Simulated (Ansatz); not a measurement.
# Al₃GaN₄: a line through a two-coordinate scan

One line of a two-coordinate grid on Al3GaN4 (P-43m, No. 215; 8 atoms in the cell): equal normal strain along x, y and z is varied, at equal engineering shear yz, xz and xy = 11.0 %.

Method: DFT PBEsol, scalar-relativistic, plane waves, PAW, in Ansatz 0.2.0.

16 further runs of the same task are left out: 16 set aside as unsound or not needed.

### 1 The starting structure

Symmetry: P-43m, No. 215, cubic system. Conventional cell: a = 4.407 Å, b = 4.407 Å, c = 4.407 Å, α = 90.00°, β = 90.00°, γ = 90.00°. Al (site symmetry -42m) has 4 N at 1.90 Å as nearest neighbours. Ga (site symmetry -43m) is surrounded by 4 N at 1.95 Å. N (site symmetry 3m) has 3 Al at 1.90 Å and 1 Ga at 1.95 Å as nearest neighbours.

As a file:

```
CELL_PARAMETERS angstrom
4.40712 0.00000 0.00000
0.00000 4.40712 0.00000
0.00000 0.00000 4.40712
ATOMIC_POSITIONS crystal
Al 0.50000 0.50000 0.00000
Al 0.50000 0.00000 0.50000
Al 0.00000 0.50000 0.50000
Ga 0.00000 0.00000 0.00000
N 0.74471 0.74471 0.25529
N 0.74471 0.25529 0.74471
N 0.25529 0.74471 0.74471
N 0.25529 0.25529 0.25529
```

It goes back to an entry of the Materials Project, which need not be the stable form.

It is the result of an earlier relaxation at this level (volume 10.70 Å³/atom; gap on the mesh: 3.32 eV).

### 2 What is varied

The energy is mapped over two homogeneous strains (x along [1 0 0], y along [0 1 0], z along [0 0 1] of the conventional cell).

- equal engineering shear yz, xz and xy: 7 values from −11.0 to 11.0 %
- equal normal strain along x, y and z: 7 values from −3 to 3 %

Nothing else is relaxed (fractional coordinates fixed). Energies count from the relaxed crystal. Points are written as (first, second).

### 3 Point (11.0 %, −3 %)

input.yaml reads:

```yaml
crystal:
  lattice:
    - [4.2749048883, 0.2423915143, 0.2423915143]
    - [0.2423915143, 4.2749048883, 0.2423915143]
    - [0.2423915143, 0.2423915143, 4.2749048883]
  atoms:
    - { symbol: Al, position: [0.5, 0.5, 0.0] }
    - { symbol: Al, position: [0.5, 0.0, 0.5] }
    - { symbol: Al, position: [0.0, 0.5, 0.5] }
    - { symbol: Ga, position: [0.0, 0.0, 0.0] }
    - { symbol: "N", position: [0.7447140287, 0.7447140287, 0.2552859713] }
    - { symbol: "N", position: [0.7447140287, 0.2552859713, 0.7447140287] }
    - { symbol: "N", position: [0.2552859713, 0.7447140287, 0.7447140287] }
    - { symbol: "N", position: [0.2552859713, 0.2552859713, 0.2552859713] }
basis:
  ecutwfc: 520.0
kpoints:
  mp_grid: { grid: [6, 6, 6] }
hamiltonian:
  xc: pbesol
scf:
  occupations: { method: gaussian, width: 0.05 }
output:
  forces: true
  stress: true
  eigenvalues: true
```

Run with:

```bash
ansatz run input.yaml --threads 2 --pin off --max-ram 4096MiB --backend cpu --events-out ev --progress --plain --runs-dir out
```

The session goes on with these runs: the other points of the line.

**Question.** What will these runs give? Wanted: for each run, equal normal strain along x, y and z; energy; slope; pressure; largest force on an atom.

As calculated:

```
equal normal strain along x, y and z (%)  step  energy (meV/atom)  slope (meV/atom per %)  pressure (GPa)  band gap on the k-mesh (eV)  largest force on an atom (eV/Å)
                                      −3     3                358                     −67            32.5                         2.44                             1.75
                                      −2     4                300                     −50            23.4                         2.42                             1.41
                                      −1     –                258                     −35            15.3                         2.36                             1.10
                                       0     5                230                     −21             8.2                         2.25                             0.83
                                       1     6                216                      −8             1.9                         2.12                             0.59
                                       2     –                214                       4            −3.6                         1.97                             0.36
                                       3     7                223                      15            −8.5                         1.82                             0.17
```

Energies count from the relaxed crystal. Rows without a step come from runs not printed here or follow by symmetry. Slopes come from the forces (and the stress, where the cell changes), not from differences of energies.

**Reading.** The lowest point of the line is at 2 %, 214 meV/atom from the zero. A fit to energies and slopes at the lowest point and its two neighbours puts the minimum at 1.7 %, with a curvature of about 12 meV/atom per %². Divided by the reference volume, that is a stiffness of about 1700 GPa for this pattern of strain, with the ions clamped. The highest point computed, at −3 %, lies 144 meV/atom above the lowest. This is one cut through a surface in two coordinates; the map's lowest point lies off it. A rigid map gives upper bounds: relaxing the other coordinates can only lower a point.

These are semilocal Kohn-Sham gaps, which aren't the measured quantity. Such gaps usually fall short of the measured ones.
